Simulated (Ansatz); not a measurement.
**GdTlS2: how the settings move a single-point run**

How sensitive is a single-point run of GdTlS2 to its settings? A reference run comes first, then one run with altered input.

Method: reference: DFT, LDA, PAW with Ansatz's default frozen-core files, scalar-relativistic, in Ansatz 0.2.0.

## 1. The system as given

Symmetry: R-3m, No. 166, trigonal system. Conventional cell: a = 4.067 Å, b = 4.067 Å, c = 22.461 Å, α = 90.00°, β = 90.00°, γ = 120.00°. Gd (site symmetry -3m) has 6 S at 2.79 Å as nearest neighbours. Around Tl (site symmetry -3m) lie 6 S at 3.25 Å. Around S (site symmetry 3m) lie 3 Gd at 2.79 Å and 3 Tl at 3.25 Å.

Coordinates:

```
Gd Tl S
1.0
     2.03365    1.17413    7.48694
    -2.03365    1.17413    7.48694
     0.00000   -2.34826    7.48694
Gd Tl S
1 1 2
Direct
  0.00000 0.00000 0.00000
  0.50000 0.50000 0.50000
  0.26665 0.26665 0.26665
  0.73335 0.73335 0.73335
```

## 2. The reference run

The input, input.yaml:

```yaml
crystal:
  lattice:
    - [2.0336522388, 1.1741296675, 7.4869391029]
    - [-2.0336522388, 1.1741296675, 7.4869391029]
    - [0.0, -2.348259335, 7.4869391029]
  atoms:
    - { symbol: Gd, position: [0.0, 0.0, 0.0], spin: 6.9, spin_axis: [1.0, 0.0, 0.0] }
    - { symbol: Tl, position: [0.5, 0.5, 0.5] }
    - { symbol: S, position: [0.26665034, 0.26665034, 0.26665034] }
    - { symbol: S, position: [0.73334966, 0.73334966, 0.73334966] }
magnetization:
  noncollinear: true
  spin_spiral: { q: [0.0, 0.0, 0.0] }
kpoints:
  mp_grid: { grid: [6, 6, 6] }
scf:
  occupations: { method: fermi_dirac, width: 0.02 }
hamiltonian:
  xc: lda
  pseudopotentials: { kind: paw }
output:
  eigenvalues: false
```

Command:

```
ansatz run input.yaml --threads 2 --pin off --max-ram 6144MiB --backend cpu --events-out ev --progress --plain --runs-dir out
```

## 3. Changed: starting moments, lock_directions true

input.yaml, as its differences from that of step 2:

```diff
@@ -6,3 +6,3 @@
   atoms:
-    - { symbol: Gd, position: [0.0, 0.0, 0.0], spin: 6.9, spin_axis: [1.0, 0.0, 0.0] }
+    - { symbol: Gd, position: [0.0, 0.0, 0.0], spin: 6.9, spin_axis: [0.8660254, 0.0, 0.5] }
     - { symbol: Tl, position: [0.5, 0.5, 0.5] }
@@ -13,2 +13,3 @@
   spin_spiral: { q: [0.0, 0.0, 0.0] }
+  spin_locking: { lock_directions: true }
 kpoints:
```

**Question.** What will these runs give? Wanted: for each run, ending; energy change; abs. moment.

**Answer**, as computed:

```tsv
run	ending	energy change	abs. moment (μB)	cycles	time
reference	converged	0	7.02	19	60 s
1: starting moments, lock_directions true	converged	0.0 meV/atom	7.02	29	10 min
```

Residual by cycle in the longest SCF loop of each run; runs are numbered as in the table. The quantity is the density residual dr2, in eV.

```tsv
cycle	reference	run 1
1	130	130
3	2.56	2.61
6	3.4	2.37
8	0.178	3.07
10	0.489	8.09
13	0.00117	1.45
15	2.5e-6	0.478
18	-	0.00557
20	-	3.5e-4
22	-	3.3e-5
25	-	9.0e-8
27	-	1.5e-8
```

The changed input (spin start) leaves the energy the same to the digits printed. Cost: 29 SCF cycles against 19, 10 min against 60 s.
